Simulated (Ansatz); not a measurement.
# C2HBF2 (SMILES C#CB(F)F) at CAM-B3LYP/def2-SVPD

Aim: the electronic atomisation energy of C2HBF2 at CAM-B3LYP/def2-SVPD, from 5 runs. 

Program for the calculation: Ansatz 0.2.0.

36 further runs of the same task are left out: 36 set aside as unsound or not needed.

**1. The system as given**

C2HBF2 has 6 atoms, charge 0, and is taken as a singlet. As SMILES, `C#CB(F)F`. The shape is that of a PBE0-D4/def2-TZVP optimisation.

Bond lengths: C1–C2 1.203 Å, C2–B3 1.521 Å, B3–F4 1.316 Å, B3–F5 1.316 Å, C1–H6 1.066 Å. Angles: C1–C2–B3 180.0°, C2–B3–F4 121.1°, C2–B3–F5 121.1°, F4–B3–F5 117.8°, C2–C1–H6 180.0°.

**2. The energy at CAM-B3LYP/def2-SVPD**

Input file job.yaml:

```yaml
crystal:
  periodic: [false, false, false]
  atoms:
    - symbol: C
      position_ang: [-0.883700, 0.450800, 1.253400]
    - symbol: C
      position_ang: [-0.218600, 0.106200, 0.311700]
    - symbol: B
      position_ang: [0.622000, -0.329200, -0.878400]
    - symbol: F
      position_ang: [0.153600, -1.179500, -1.766600]
    - symbol: F
      position_ang: [1.841700, 0.131700, -1.054100]
    - symbol: H
      position_ang: [-1.473000, 0.756000, 2.087900]
basis:
  gaussian:
    orbitals: def2-SVPD
hamiltonian:
  xc: {name: CAM-B3LYP}
output: {orbitals: {seedname: orbitals}}
accuracy: high
```

Started as:

```
$ ansatz run job.yaml --threads 1 --pin off --max-ram 3480MiB --events-out events.jsonl --progress --plain --runs-dir runs
```

The log of the run:

```text
Warning: RAYON_NUM_THREADS=1 ignored (pool sized by the plan → 1); use --threads N
Functional definition: CAM-B3LYP
  name "CAM-B3LYP"
  parameter alpha = 0.19
  parameter beta = 0.46
  parameter omega = 0.33/bohr
  parameter ac = 0.81
  exchange = (1 - alpha - beta)*b88_x + beta*b88_x_sr(omega) + alpha*exact_x + beta*exact_x_lr(omega)
  correlation = (1 - ac)*vwn5_c + ac*lyp_c
2205 factors; integrals over basis functions are off by at most 3.2e-9 eV
509 factors; integrals over basis functions are off by at most 1.4e-9 eV
mean field evaluation 1: about -8189.2740 eV, gradient 4.5e1 eV
mean field evaluation 2: about -8189.6696 eV, gradient 4.7e1 eV
mean field evaluation 4: about -8193.0788 eV, gradient 1.2e0 eV
mean field evaluation 8: about -8193.2021 eV, gradient 6.9e-2 eV
mean field evaluation 16: about -8193.2021 eV, gradient 1.1e-5 eV
mean field -8193.20207983 eV, -301.0946228820 hartree, gradient 3.7e-8 eV, S^2 0.000000; 0 other end points of the search recorded, 0 dependent functions left out
reference -8193.20209840 eV, -301.0946235644 hartree; 18, 18 occupied and 96, 96 virtual orbitals, 2205 factors
Total energy: -8193.20209840 eV, -301.0946235644 hartree
```

Run time: 11 s. Hardware: 1 thread of Arm Neoverse V1, shared host; peak memory 0.43 GiB.

**3. The B atom, same level**

Input file job.yaml:

```yaml
crystal:
  periodic: [false, false, false]
  atoms:
    - {symbol: B, position_ang: [0.000000, 0.000000, 0.000000]}
basis:
  gaussian: {orbitals: def2-SVPD}
magnetization: {spin_polarized: true, initial_magnetization: 1}
hamiltonian: {xc: {name: CAM-B3LYP}}
accuracy: high
```

Run the same way, it converges to -24.61202 Eh (log not shown).

**4. The C atom at the same level**

Input file run.yaml:

```yaml
crystal:
  periodic: [false, false, false]
  atoms:
    - {symbol: C, position_ang: [0.000000, 0.000000, 0.000000]}
basis:
  gaussian:
    orbitals: def2-SVPD
accuracy: high
hamiltonian:
  xc: {name: CAM-B3LYP}
magnetization:
  spin_polarized: true
  initial_magnetization: 2
```

Run the same way, it converges to -37.79249 Eh (log not shown).

**5. The F atom at the same level**

Input file job.yaml:

```yaml
crystal:
  periodic: [false, false, false]
  atoms:
    - {symbol: F, position_ang: [0.000000, 0.000000, 0.000000]}
basis:
  gaussian:
    orbitals: def2-SVPD
magnetization:
  spin_polarized: true
  initial_magnetization: 1
total_charge: 0
accuracy: high
hamiltonian:
  xc: {name: CAM-B3LYP}
```

Run the same way, it converges to -99.62981 Eh (log not shown).

**6. The H atom**

Input file molecule.yaml:

```yaml
crystal:
  periodic: [false, false, false]
  atoms:
    - symbol: H
      position_ang: [0.000000, 0.000000, 0.000000]
basis:
  gaussian: {orbitals: def2-SVPD}
magnetization: {spin_polarized: true, initial_magnetization: 1}
accuracy: high
hamiltonian: {xc: {name: CAM-B3LYP}}
```

Run the same way, it converges to -0.49790 Eh (log not shown).

**7. Outcome**

At CAM-B3LYP/def2-SVPD:

| quantity | value |
| --- | --- |
| molecule: total energy | -301.09462 Eh |
| molecule: HOMO energy | -10.38 eV |
| molecule: LUMO energy | -0.44 eV |
| molecule: HOMO–LUMO gap | 9.94 eV |
| B atom: total energy | -24.61202 Eh |
| B atom: ⟨S²⟩ | 0.753 |
| C atom: total energy | -37.79249 Eh |
| C atom: ⟨S²⟩ | 2.004 |
| F atom: total energy | -99.62981 Eh |
| F atom: ⟨S²⟩ | 0.752 |
| H atom: total energy | -0.49790 Eh |
| H atom: ⟨S²⟩ | 0.750 |
| electronic atomisation energy | 31.024 eV |

**Reading.** Taking the molecule apart into free atoms costs 31.02 eV (715 kcal/mol), before zero-point energy and without spin-orbit coupling.
